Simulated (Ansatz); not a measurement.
# Nb3Te8Mo: the cost of one run

Computed with Ansatz 0.2.0 (DFT PBE, scalar-relativistic, plane waves, PAW, unless a step's input says otherwise).

1 further run of the same task is left out (it didn't finish). Runs told in other sessions of the task aren't counted.

## Step 1: Starting point

It takes space group P-3m1 (No. 164, trigonal). The conventional cell has a = 7.266 Å, b = 7.266 Å, c = 7.757 Å, α = 90.00°, β = 90.00°, γ = 120.00°. Around Nb (site symmetry 2/m) lie 6 Te at 2.80 to 2.82 Å. Te (site symmetry 3m) is surrounded by 3 Nb at 2.82 Å. Te (site symmetry m) is surrounded by 1 Mo at 2.77 Å and 2 Nb at 2.80 Å. Mo (site symmetry -3m) has 6 Te at 2.77 Å in its first shell of neighbours.

As a file:

```
Nb Te Mo
1.0
     7.26580    0.00000    0.00000
    -3.63290    6.29236    0.00000
     0.00000    0.00000    7.75688
Nb Te Mo
3 8 1
Cartesian
  -1.8164 3.1462 0.0000
  1.8164 3.1462 0.0000
  3.6329 0.0000 0.0000
  0.0000 4.1949 5.8780
  1.7944 1.0360 5.9159
  3.6329 4.2204 5.9159
  5.4714 1.0360 5.9159
  -1.8385 5.2564 1.8410
  0.0000 2.0720 1.8410
  1.8385 5.2564 1.8410
  3.6329 2.0975 1.8788
  0.0000 0.0000 0.0000
```

The start is the relaxed end of an invented cell (made as: elements ordered on the sites of the NbTe2 type, Nb/Mo on Nb (P-3m1, No. 164)), taken up again for a closer look.

## Step 2: The guess as it stands, on a coarse mesh

input.yaml reads:

```yaml
crystal:
  lattice:
    - [7.2657959, 0.0, 0.0]
    - [-3.632898, 6.2923639, 0.0]
    - [0.0, 0.0, 7.7568849]
  atoms:
    - { symbol: Nb, position: [0.0, 0.5, 0.0] }
    - { symbol: Nb, position: [0.5, 0.5, 0.0] }
    - { symbol: Nb, position: [0.5, 0.0, 0.0] }
    - { symbol: Te, position: [0.3333333, 0.6666667, 0.757783] }
    - { symbol: Te, position: [0.329281, 0.1646405, 0.762667] }
    - { symbol: Te, position: [0.8353595, 0.670719, 0.762667] }
    - { symbol: Te, position: [0.8353595, 0.1646405, 0.762667] }
    - { symbol: Te, position: [0.1646405, 0.8353595, 0.237333] }
    - { symbol: Te, position: [0.1646405, 0.329281, 0.237333] }
    - { symbol: Te, position: [0.670719, 0.8353595, 0.237333] }
    - { symbol: Te, position: [0.6666667, 0.3333333, 0.242217] }
    - { symbol: Mo, position: [0.0, 0.0, 0.0] }
basis:
  ecutwfc: 420
kpoints:
  mp_grid: { grid: [3, 3, 2] }
hamiltonian:
  xc: pbe
scf:
  occupations: { method: gaussian, width: 0.1 }
  lower_state_search: "off"
output:
  forces: true
  stress: true
  eigenvalues: true
```

Started as:

```bash
ansatz run input.yaml --threads 4 --pin off --max-ram 8192MiB --backend cpu --events-out ev --progress --plain --runs-dir out
```

What time and memory should one allow on 4 threads of Arm Neoverse V1, shared host?

About 4.3 s, with a peak of 1.1 GiB.
